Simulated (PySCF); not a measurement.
# C₃H₇ClFSi+: runs on many settings

Which settings matter for C₃H₇ClFSi+ (`C[Si+](CF)CCl`)?

Computed with PySCF 2.14.0, with density-fitted response routines of our own, on a single molecule in the gas phase. Atoms are numbered from 0 throughout.

## Step 1: Starting geometry

13 atoms, charge 1, multiplicity 1; geometry from: GFN2-xTB.

Bonds of the start (Å): C0–Si1 1.88, Si1–C2 1.92, C2–F3 1.37, Si1–C4 1.89, C4–Cl5 1.83, C0–H6 1.09, C0–H7 1.09, C0–H8 1.09, C2–H9 1.10, C2–H10 1.10, C4–H11 1.09, C4–H12 1.09.

## Step 2: Shielding tensors: PBE0/pcSseg-1

Job settings and geometry (Å):

```
{"job": {"kind": "nmr", "xc": "PBE0", "basis": "pcSseg-1"}, "charge": 1, "multiplicity": 1}
C     -0.585611     1.821463     0.522537
Si    -0.061683     0.132023    -0.106919
C      1.786831    -0.378247    -0.259303
F      1.824014    -1.652738    -0.762290
C     -1.233689    -1.293869    -0.489804
Cl    -1.192742    -1.882370     1.242077
H      0.080942     2.184049     1.307948
H     -0.576876     2.566564    -0.274135
H     -1.597288     1.795826     0.930375
H      2.358112     0.256145    -0.946585
H      2.308183    -0.399325     0.705268
H     -0.852130    -2.089366    -1.132026
H     -2.262451    -1.059672    -0.754870
```

With the program's defaults for keys left out, this is: GIAO PBE0/pcSseg-1 NMR shielding, non-relativistic, gas phase.

Started as:

```sh
OMP_NUM_THREADS=1 python probes_run.py task.json out
```

One launch serves the whole session: the jobs run in the order shown.

Standard output:

```text
coarse grid: 11936 points
cycle   1  E = -967.0800557102  dE =  6.694e-01  |g| = 5.834e-01  |ddm| = 3.100e+00
cycle   2  E = -967.0174469134  dE =  6.261e-02  |g| = 8.378e-01  |ddm| = 1.290e+00
cycle   3  E = -967.1593444362  dE = -1.419e-01  |g| = 8.067e-02  |ddm| = 7.253e-01
cycle   4  E = -967.1603976249  dE = -1.053e-03  |g| = 3.138e-02  |ddm| = 8.504e-02
cycle   5  E = -967.1606175899  dE = -2.200e-04  |g| = 6.060e-03  |ddm| = 2.932e-02
cycle   6  E = -967.1606260345  dE = -8.445e-06  |g| = 1.817e-03  |ddm| = 6.128e-03
final grid: 106504 points
cycle   7  E = -967.2001321263  dE = -2.751e-05  |g| = 8.518e-03  |ddm| = 1.781e-02
cycle   8  E = -967.2001255367  dE =  6.590e-06  |g| = 1.001e-02  |ddm| = 1.225e-02
cycle   9  E = -967.2001487342  dE = -2.320e-05  |g| = 1.266e-03  |ddm| = 6.955e-03
cycle  10  E = -967.2001490091  dE = -2.750e-07  |g| = 2.728e-04  |ddm| = 1.222e-03
cycle  11  E = -967.2001490252  dE = -1.608e-08  |g| = 5.602e-05  |ddm| = 2.659e-04
cycle  12  E = -967.2001490259  dE = -7.369e-10  |g| = 1.901e-05  |ddm| = 6.727e-05
converged SCF energy = -967.2001490259

GIAO shielding tensors (ppm)
atom      isotropic    diamagn.    paramagn.     s11        s22        s33       span
  0 C      179.686     256.757     -77.071    156.909    181.952    200.198     43.289
  1 Si     114.228     880.089    -765.861   -130.199    203.123    269.762    399.961
  2 C      101.240     249.516    -148.276     70.291     75.787    157.642     87.351
  3 F      456.504     470.846     -14.341    404.183    468.551    496.779     92.595
  4 C      145.615     255.659    -110.044    120.618    127.862    188.365     67.747
  5 Cl     946.570    1146.457    -199.887    755.643    965.555   1118.511    362.869
  6 H       29.187      28.716       0.472     24.805     26.767     35.991     11.186
  7 H       29.660      28.002       1.658     25.374     25.856     37.748     12.374
  8 H       29.561      28.566       0.994     24.213     27.612     36.857     12.644
  9 H       25.659      27.638      -1.979     21.641     25.427     29.910      8.268
 10 H       25.483      27.630      -2.147     22.136     25.098     29.214      7.078
 11 H       26.451      28.578      -2.128     22.962     23.162     33.229     10.267
 12 H       27.038      28.661      -1.623     22.290     24.295     34.530     12.239
```

Run time: 22 s. Hardware: 1 thread of Arm Neoverse V1, shared host; peak memory 0.71 GiB.

The references, computed at this level on geometries of the same kind, shield at (ppm): ¹H TMS 31.72, ¹³C TMS 186.9, ²⁹Si TMS 349.2, ¹⁹F CFCl3 170.9, ³⁵Cl HCl 950. Their shielding less the atom's gives the shift. The references are single molecules in the gas phase, so shifts against H2O, NH3, PH3, H3PO4 or CFCl3 are not on the usual liquid scales and can be off by tens of ppm. Atoms listed in one row are averaged.

| atoms | environment | σ (ppm) | δ (ppm) |
| --- | --- | --- | --- |
| C2 | sp3 CH2 bonded to F and Si | 101.2 | 85.7 |
| C4 | sp3 CH2 bonded to Cl and Si | 145.6 | 41.3 |
| C0 | methyl carbon bonded to Si | 179.7 | 7.2 |
| H9, H10 | hydrogen on an sp3 CH2 bonded to F and Si | 25.57 | 6.15 |
| H11, H12 | hydrogen on an sp3 CH2 bonded to Cl and Si | 26.74 | 4.97 |
| H6, H7, H8 | hydrogen on a methyl carbon bonded to Si | 29.47 | 2.25 |
| Si1 | silicon bonded to 3 C | 114.2 | 234.9 |
| F3 | fluorine on an sp3 carbon | 456.5 | -285.6 |
| Cl5 | chlorine bonded to C | 947 | 3 |

The run also stored atomic charges by several schemes (e):

```
atoms  Mulliken    IAO  Hirshfeld  ESP fit
   C0     -0.63  -0.72      -0.16    -0.92
  Si1      1.04   1.20       0.64     0.91
   C2     -0.13  -0.22      -0.03    -0.23
   F3     -0.30  -0.29      -0.08    -0.17
   C4     -0.46  -0.51      -0.08    -0.37
  Cl5     -0.04   0.05       0.10     0.05
```

Mayer bond orders: C0–Si1 1.04, Si1–C2 0.96, C2–F3 0.87, Si1–C4 0.93, C4–Cl5 0.92.

The fields below are evaluated on a grid from the run's orbitals.

Frontier orbitals at PBE0/pcSseg-1, with the share of their density that lies nearest to each atom:

| orbital | energy (eV) | lies on |
| --- | --- | --- |
| HOMO | -13.81 | Cl5 45 %; Si1 12 %; C4 12 % |
| LUMO | -7.86 | Si1 61 %; Cl5 13 % |

ELF in a plane through or near 5 of the atoms.

Ten even steps from '0' (0.00) to '9' (0.99):
```
0000000000000000000000000000
0000000000000000000000000000
0000000000000000000000000000
0000000000000121000000000000
0000000000002587420000000000
0000000000003698642210000000
0000026750001465148872000000
0000299994013686258872000000
0000399996442489755420000000
0000047854972741410000000000
0000024342982732521775300000
0000025776553489856768610000
0000014663112576127568610000
0000001220000034323466410000
0000000000000035651001000000
0000000000000012320000000000
0000000000000000000000000000
0000000000000000000000000000
0000000000000000000000000000
0000000000000000000000000000
```
The map spans 10.1 Å across and 10.2 Å up, centred on the molecule. Atoms in the plane (x, y in Å): C0 (-2.0, -0.1), Si1 (-0.1, 0.0), C2 (1.0, -1.5), F3 (2.3, -1.1), C4 (0.9, 1.6).

log10 of the density (e/Å³) in the same plane.

Ten even steps from ' ' (-4.0) to '@' (1.3):
```
                                                        
                                                        
                          ....::......                  
                      ..::--====------::..              
                  ..::--==++++**++++==----::..          
          ....::::::::--==++**##****++++==--::          
      ..::--======----==++**####%%####**++==--..        
    ..::--++++****++++++++**####%%####**++==--..        
    ..--==++**####**********######****++==--::..        
  ..::--==++**##%%######%%@@%%##**++++++====--::..      
  ..::--==++**##@@%%####%%@@%%##******####**++--::      
    ..--==++**######********##########@@@@%%**==--..    
    ..::--==++****++++++++**####%%@@%%@@@@%%**++--..    
      ..::----======----==++**##%%########**++==::      
          ....::::::::::--==++******++++====--::..      
                    ....::--==++++++==----::..          
                        ..::::--------::..              
                            ..........                  
                                                        
                                                        
```
The map spans 10.1 Å across and 10.2 Å up, centred on the molecule. Atoms in the plane (x, y in Å): C0 (-2.0, -0.1), Si1 (-0.1, 0.0), C2 (1.0, -1.5), F3 (2.3, -1.1), C4 (0.9, 1.6).

On the surface of density 0.002 e/bohr³ the electrostatic potential runs, from the 1st to the 99th percentile, from 2.55 V near F3 to 7.59 V near Si1.

## Step 3: Ultraviolet spectrum: PBE0/def2-SVPD

Settings changed since step 2:

```diff
@@ -1,2 +1,2 @@
-{"job": {"kind": "nmr", "xc": "PBE0", "basis": "pcSseg-1"}, "charge": 1, "multiplicity": 1}
+{"job": {"kind": "uv", "xc": "PBE0", "basis": "def2-SVPD", "nstates": 6, "ntriplets": 2}, "charge": 1, "multiplicity": 1}
 C     -0.585611     1.821463     0.522537
```

Level: TDDFT PBE0/def2-SVPD, vertical, gas phase, core orbitals frozen in the response.

Standard output:

```text
coarse grid: 11936 points
cycle   1  E = -966.6999904882  dE =  6.176e-01  |g| = 5.357e-01  |ddm| = 4.235e+00
cycle   2  E = -966.6407295470  dE =  5.926e-02  |g| = 7.747e-01  |ddm| = 1.766e+00
cycle   3  E = -966.7725399306  dE = -1.318e-01  |g| = 8.098e-02  |ddm| = 9.327e-01
cycle   4  E = -966.7736795927  dE = -1.140e-03  |g| = 2.955e-02  |ddm| = 1.298e-01
cycle   5  E = -966.7738952835  dE = -2.157e-04  |g| = 6.105e-03  |ddm| = 4.194e-02
cycle   6  E = -966.7739043019  dE = -9.018e-06  |g| = 1.614e-03  |ddm| = 9.518e-03
final grid: 106504 points
cycle   7  E = -966.8838233633  dE = -2.246e-05  |g| = 7.778e-03  |ddm| = 5.138e-02
cycle   8  E = -966.8838184472  dE =  4.916e-06  |g| = 9.272e-03  |ddm| = 1.803e-02
cycle   9  E = -966.8838381631  dE = -1.972e-05  |g| = 1.088e-03  |ddm| = 9.438e-03
cycle  10  E = -966.8838383975  dE = -2.344e-07  |g| = 1.446e-04  |ddm| = 1.190e-03
cycle  11  E = -966.8838384018  dE = -4.307e-09  |g| = 5.125e-05  |ddm| = 2.476e-04
cycle  12  E = -966.8838384025  dE = -7.158e-10  |g| = 1.390e-05  |ddm| = 8.649e-05
converged SCF energy = -966.8838384025

Static polarisability (au): isotropic 72.715, principal 61.514 72.824 83.809

Singlet excitations
state   eV       nm        f      main configurations
  1   4.7663    260.1   0.01159   H->L 0.57, H-1->L 0.29, H-2->L 0.13
  2   4.8320    256.6   0.01123   H-1->L 0.68, H-2->L 0.16, H->L 0.15
  3   5.1787    239.4   0.07777   H-2->L 0.68, H->L 0.25
  4   5.9407    208.7   0.01996   H-3->L 0.99
  5   6.5581    189.1   0.00671   H-4->L 0.96
  6   6.9720    177.8   0.00036   H-1->L+1 0.74, H->L+1 0.15

Triplet excitations (Tamm-Dancoff, eV): 4.0758 4.5212
```

It took 26 s on 1 thread of Arm Neoverse V1, shared host; peak memory 0.77 GiB.

The orbitals next to the gap, with their largest atomic shares:

| orbital | eV | atoms |
| --- | --- | --- |
| HOMO−3 | -14.85 | F3 56 %, C2 22 %, H10 9 % |
| HOMO−2 | -14.18 | F3 30 %, C2 17 %, Si1 14 % |
| HOMO−1 | -13.89 | Cl5 78 %, C4 13 %, H12 4 % |
| HOMO | -13.78 | Cl5 45 %, C4 18 %, Si1 13 % |
| LUMO | -7.73 | Si1 50 %, Cl5 16 %, C0 10 % |
| LUMO+1 | -5.28 | Si1 30 %, Cl5 22 %, C4 19 % |
| LUMO+2 | -4.48 | C4 30 %, Cl5 30 %, Si1 15 % |

With each of the 6 states as a Gaussian band of 0.4 eV half-width at 1/e, the curve within the window shown has maxima at 241 nm (ε 3,600) L/(mol cm). Beyond the last state computed it falls off for lack of states. The curve at chosen wavelengths:

| nm | ε (L/mol/cm) |
| --- | --- |
| 170 | 20 |
| 175 | 69 |
| 180 | 166 |
| 185 | 280 |
| 190 | 379 |
| 195 | 500 |
| 200 | 678 |
| 206 | 873 |
| 211 | 962 |
| 216 | 1097 |
| 221 | 1458 |
| 226 | 2088 |
| 231 | 2819 |
| 236 | 3380 |
| 241 | 3582 |
| 246 | 3406 |
| 251 | 2965 |
| 256 | 2408 |
| 261 | 1852 |
| 267 | 1274 |
| 272 | 893 |
| 277 | 602 |
| 282 | 390 |
| 287 | 243 |
| 292 | 146 |
| 297 | 84 |

Leading natural transition orbitals of singlet state 3: the hole lies on Cl5 39 %; Si1 13 %; C0, C4 about 10 % each; the particle on Si1 60 %; Cl5 14 %.

Leading natural transition orbitals of singlet state 1: the hole lies on Cl5 44 %; F3 13 %; C2 11 %; the particle on Si1 61 %; Cl5 14 %.

Ground-state properties from the same run:

```
           property  computed
polarisability (Å³)     10.78
 HOMO–LUMO gap (eV)      6.05
      −ε(HOMO) (eV)     13.78
```

## Step 4: NMR shieldings: WP04/STO-3G

Settings changed since step 3:

```diff
@@ -1,2 +1,2 @@
-{"job": {"kind": "uv", "xc": "PBE0", "basis": "def2-SVPD", "nstates": 6, "ntriplets": 2}, "charge": 1, "multiplicity": 1}
+{"job": {"kind": "nmr", "xc": "WP04", "basis": "STO-3G", "pop": false, "grid": 1}, "charge": 1, "multiplicity": 1}
 C     -0.585611     1.821463     0.522537
```

With the program's defaults for keys left out, this is: GIAO WP04/STO-3G NMR shielding, non-relativistic, gas phase.

Standard output:

```text
final grid: 50872 points
cycle   1  E = -968.5282581733  dE =  2.027e-01  |g| = 5.016e-01  |ddm| = 4.290e+00
cycle   2  E = -965.7872174598  dE =  2.741e+00  |g| = 2.432e+00  |ddm| = 4.203e+00
cycle   3  E = -968.6039166344  dE = -2.817e+00  |g| = 3.123e-01  |ddm| = 3.894e+00
cycle   4  E = -968.6508171903  dE = -4.690e-02  |g| = 7.300e-02  |ddm| = 7.832e-01
cycle   5  E = -968.6525483770  dE = -1.731e-03  |g| = 4.214e-02  |ddm| = 1.681e-01
cycle   6  E = -968.6531434493  dE = -5.951e-04  |g| = 4.410e-03  |ddm| = 6.551e-02
cycle   7  E = -968.6531515585  dE = -8.109e-06  |g| = 8.812e-04  |ddm| = 8.970e-03
cycle   8  E = -968.6531518387  dE = -2.802e-07  |g| = 3.510e-04  |ddm| = 2.254e-03
cycle   9  E = -968.6531519040  dE = -6.529e-08  |g| = 2.984e-05  |ddm| = 8.791e-04
cycle  10  E = -968.6531519045  dE = -4.488e-10  |g| = 4.373e-06  |ddm| = 7.146e-05
converged SCF energy = -968.6531519045

GIAO shielding tensors (ppm)
atom      isotropic    diamagn.    paramagn.     s11        s22        s33       span
  0 C      214.406     245.233     -30.827    194.305    222.274    226.639     32.334
  1 Si     306.774     866.469    -559.695     30.790    363.974    525.559    494.769
  2 C      161.920     247.986     -86.066    131.614    149.725    204.423     72.809
  3 F      408.594     453.567     -44.973    326.420    428.534    470.827    144.407
  4 C      182.904     249.430     -66.526    154.694    163.150    230.868     76.174
  5 Cl    1016.292    1126.676    -110.385    886.698   1039.734   1122.444    235.745
  6 H       29.976      28.579       1.396     25.254     27.848     36.825     11.570
  7 H       30.612      28.209       2.403     25.935     26.912     38.988     13.052
  8 H       30.246      28.549       1.697     24.576     28.442     37.719     13.143
  9 H       28.359      28.014       0.345     24.185     27.278     33.615      9.430
 10 H       28.267      28.315      -0.048     24.777     26.945     33.079      8.302
 11 H       27.600      28.433      -0.833     23.504     25.042     34.255     10.751
 12 H       28.097      28.515      -0.418     23.489     25.256     35.546     12.057
```

Run time: 2.3 s. Hardware: 1 thread of Arm Neoverse V1, shared host; peak memory 0.31 GiB.

In short: δ C2 65.9, C4 44.9, C0 13.4, Si1 212.6, H11 5.11, H9 4.64 ppm (means over like atoms).

## Step 5: Nuclear shieldings: WP04/6-31G

Settings changed since step 4:

```diff
@@ -1,2 +1,2 @@
-{"job": {"kind": "nmr", "xc": "WP04", "basis": "STO-3G", "pop": false, "grid": 1}, "charge": 1, "multiplicity": 1}
+{"job": {"kind": "nmr", "xc": "WP04", "basis": "6-31G", "pop": true, "scf": {"conv": 1e-07, "guess": "vsap"}}, "charge": 1, "multiplicity": 1}
 C     -0.585611     1.821463     0.522537
```

Method: GIAO WP04/6-31G NMR shielding, non-relativistic, gas phase.

Standard output:

```text
final grid: 106504 points
cycle   1  E = -978.8339808347  dE =  2.252e-01  |g| = 1.680e+00  |ddm| = 3.320e+00
cycle   2  E = -973.9689240342  dE =  4.865e+00  |g| = 3.621e+00  |ddm| = 6.116e+00
cycle   3  E = -979.5444861554  dE = -5.576e+00  |g| = 7.289e-01  |ddm| = 5.708e+00
cycle   4  E = -979.7625101341  dE = -2.180e-01  |g| = 1.231e-01  |ddm| = 1.327e+00
cycle   5  E = -979.7632351412  dE = -7.250e-04  |g| = 1.110e-01  |ddm| = 3.007e-01
cycle   6  E = -979.7670587155  dE = -3.824e-03  |g| = 1.588e-02  |ddm| = 1.347e-01
cycle   7  E = -979.7671310240  dE = -7.231e-05  |g| = 6.651e-03  |ddm| = 2.011e-02
cycle   8  E = -979.7671388205  dE = -7.796e-06  |g| = 2.235e-03  |ddm| = 6.439e-03
cycle   9  E = -979.7671400942  dE = -1.274e-06  |g| = 4.917e-04  |ddm| = 2.914e-03
cycle  10  E = -979.7671401419  dE = -4.769e-08  |g| = 2.848e-04  |ddm| = 8.182e-04
converged SCF energy = -979.7671401419

GIAO shielding tensors (ppm)
atom      isotropic    diamagn.    paramagn.     s11        s22        s33       span
  0 C      181.168     254.352     -73.184    153.972    185.509    204.022     50.050
  1 Si     210.959     879.772    -668.813    -20.343    291.435    361.786    382.129
  2 C      107.345     249.962    -142.617     77.433     86.882    157.720     80.287
  3 F      423.533     471.902     -48.368    383.604    424.698    462.298     78.694
  4 C      148.984     259.419    -110.435    117.953    133.286    195.714     77.761
  5 Cl     888.432    1147.358    -258.927    664.871    945.652   1054.772    389.902
  6 H       30.503      28.652       1.851     26.008     28.622     36.880     10.872
  7 H       31.139      28.286       2.853     26.829     27.803     38.785     11.957
  8 H       30.787      28.578       2.210     25.355     29.216     37.791     12.435
  9 H       27.310      28.161      -0.851     22.988     27.522     31.420      8.431
 10 H       27.121      28.095      -0.974     23.545     26.981     30.837      7.293
 11 H       27.717      29.392      -1.674     23.983     25.158     34.011     10.028
 12 H       28.482      29.779      -1.297     23.776     26.277     35.393     11.617
```

Run time: 9.3 s. Hardware: 1 thread of Arm Neoverse V1, shared host; peak memory 0.49 GiB.

In short: δ C2 83.9, C4 42.3, C0 10.1, Si1 213.0, H9 6.08, H11 5.19 ppm (means over like atoms).

## Step 6: Nuclear shieldings: B3LYP/6-31++G**

Settings changed since step 5:

```diff
@@ -1,2 +1,2 @@
-{"job": {"kind": "nmr", "xc": "WP04", "basis": "6-31G", "pop": true, "scf": {"conv": 1e-07, "guess": "vsap"}}, "charge": 1, "multiplicity": 1}
+{"job": {"kind": "nmr", "xc": "B3LYP", "basis": "6-31++G**", "pop": false, "scf": {"aux": "def2-qzvpp-jkfit", "damp": 0.3}}, "charge": 1, "multiplicity": 1}
 C     -0.585611     1.821463     0.522537
```

Level: GIAO B3LYP/6-31++G** NMR shielding, non-relativistic, gas phase.

Standard output:

```text
damping 0.30 in the first 6 cycles
final grid: 106504 points
cycle   1  E = -967.6988192776  dE =  6.613e-01  |g| = 5.728e-01  |ddm| = 3.379e+00
cycle   2  E = -967.7456576030  dE = -4.684e-02  |g| = 4.237e-01  |ddm| = 1.546e+00
cycle   3  E = -967.7607994303  dE = -1.514e-02  |g| = 3.400e-01  |ddm| = 8.949e-01
cycle   4  E = -967.7679772738  dE = -7.178e-03  |g| = 2.878e-01  |ddm| = 7.130e-01
cycle   5  E = -967.7727339881  dE = -4.757e-03  |g| = 2.423e-01  |ddm| = 5.642e-01
cycle   6  E = -967.7524702262  dE =  2.026e-02  |g| = 4.118e-01  |ddm| = 6.894e-01
cycle   7  E = -967.7073271650  dE =  4.514e-02  |g| = 6.454e-01  |ddm| = 1.072e+00
cycle   8  E = -967.7835916024  dE = -7.626e-02  |g| = 9.553e-03  |ddm| = 6.260e-01
cycle   9  E = -967.7836031688  dE = -1.157e-05  |g| = 7.320e-03  |ddm| = 2.753e-02
cycle  10  E = -967.7836185003  dE = -1.533e-05  |g| = 8.554e-04  |ddm| = 1.077e-02
cycle  11  E = -967.7836186620  dE = -1.616e-07  |g| = 4.424e-04  |ddm| = 2.006e-03
cycle  12  E = -967.7836187118  dE = -4.982e-08  |g| = 6.506e-05  |ddm| = 8.002e-04
cycle  13  E = -967.7836187128  dE = -1.059e-09  |g| = 2.628e-05  |ddm| = 1.591e-04
cycle  14  E = -967.7836187130  dE = -1.980e-10  |g| = 5.400e-06  |ddm| = 4.158e-05
converged SCF energy = -967.7836187130

GIAO shielding tensors (ppm)
atom      isotropic    diamagn.    paramagn.     s11        s22        s33       span
  0 C      187.939     256.945     -69.006    166.390    189.365    208.061     41.671
  1 Si     190.603     868.418    -677.816    -31.955    278.109    325.654    357.609
  2 C      112.364     252.618    -140.255     81.402     87.730    167.959     86.556
  3 F      446.775     460.642     -13.868    388.145    463.063    489.116    100.971
  4 C      155.876     257.940    -102.064    130.201    140.863    196.565     66.364
  5 Cl     929.129    1142.179    -213.050    733.384    961.988   1092.016    358.633
  6 H       29.560      29.873      -0.313     25.239     27.293     36.148     10.909
  7 H       30.098      29.121       0.977     26.032     26.510     37.753     11.720
  8 H       29.912      29.396       0.517     24.757     28.019     36.962     12.205
  9 H       25.928      28.730      -2.802     21.984     25.935     29.865      7.881
 10 H       25.728      28.733      -3.005     22.376     25.687     29.121      6.745
 11 H       26.700      29.406      -2.705     23.158     23.706     33.238     10.080
 12 H       27.391      29.412      -2.021     22.624     24.922     34.627     12.003
```

Wall time 19 s (1 thread of Arm Neoverse V1, shared host); peak memory 0.69 GiB.

This run: δ C2 82.0, C4 38.5, C0 6.5, Si1 213.1, H9 6.14, H11 4.92 ppm (means over like atoms).

## Step 7: Comparing the runs: NMR shifts

Shifts (ppm) of some atoms, chosen among heavy atoms and hydrogens apart, means over like atoms, with basis size and wall time:

| run | C2 | C4 | C0 | H9 | H6 | Si1 | F3 | functions | time |
| --- | --- | --- | --- | --- | --- | --- | --- | --- | --- |
| PBE0/pcSseg-1 | 85.7 | 41.3 | 7.2 | 6.15 | 2.25 | 234.9 | -285.6 | 151 | 22 s |
| WP04/STO-3G | 65.9 | 44.9 | 13.4 | 4.64 | 2.68 | 212.6 | -125.8 | 45 | 2.3 s |
| WP04/6-31G | 83.9 | 42.3 | 10.1 | 6.08 | 2.48 | 213.0 | -252.7 | 76 | 9.3 s |
| B3LYP/6-31++G** | 82.0 | 38.5 | 6.5 | 6.14 | 2.11 | 213.1 | -259.9 | 158 | 19 s |

## Step 8: Outcome

| quantity | value |
| --- | --- |
| ¹³C shifts against TMS (PBE0/pcSseg-1) | 85.7, 41.3, 7.2 ppm |
| ¹H shifts against TMS (PBE0/pcSseg-1, means over atoms taken as alike) | 6.15, 4.97, 2.25 ppm |
| ²⁹Si shifts against TMS (PBE0/pcSseg-1) | 234.9 ppm |
| ¹⁹F shifts against CFCl3 (PBE0/pcSseg-1) | -285.6 ppm |
| ³⁵Cl shifts against HCl (PBE0/pcSseg-1) | 3 ppm |
| lowest singlet (PBE0/def2-SVPD) | 4.77 eV (260 nm), f = 0.012 |
| brightest single state of those computed | state 3, 5.18 eV, f = 0.078 |
| lowest triplet | 4.08 eV |
| range of the shift of F3 | -285.6 to -125.8 ppm |
| property runs in this session | 5, of which 0 failed and 1 gave unsound results |

**Reading.** Single values in the summary come from the first run of each kind that ended normally (PBE0/pcSseg-1; PBE0/def2-SVPD), which need not be the best level. C2 (sp3 CH2 bonded to F and Si) lies farthest downfield among carbon, at 85.7 ppm; pulled downfield by the heteroatom. The most deshielded hydrogen is H9, H10 (mean) (hydrogen on an sp3 CH2 bonded to F and Si), at 6.15 ppm: its carbon carries F, hence the downfield position. At PBE0/pcSseg-1: The widest tensor belongs to Si1: span 400 ppm, with a paramagnetic part of -766 ppm. By nearest atom (PBE0/pcSseg-1), the HOMO sits on Cl5 45 %; Si1 12 % and the LUMO on Si1 61 %; Cl5 13 %. The first singlet state (HOMO→LUMO 0.57, HOMO−1→LUMO 0.29) lies at 4.77 eV and is weak; of the 6 states computed, the strongest absorption comes from state 3 at 5.18 eV. The lowest triplet lies 0.69 eV below the lowest singlet (triplets in Tamm-Dancoff, singlets in full TDDFT). Among the atoms with a shift in every run: Across the 4 runs the shift of F3 moves most, between -285.6 (PBE0/pcSseg-1) and -125.8 ppm (WP04/STO-3G). A minimal basis is unusable for shieldings, so that end is no result. Most of that comes from the computed reference, not from the atom's own shielding.
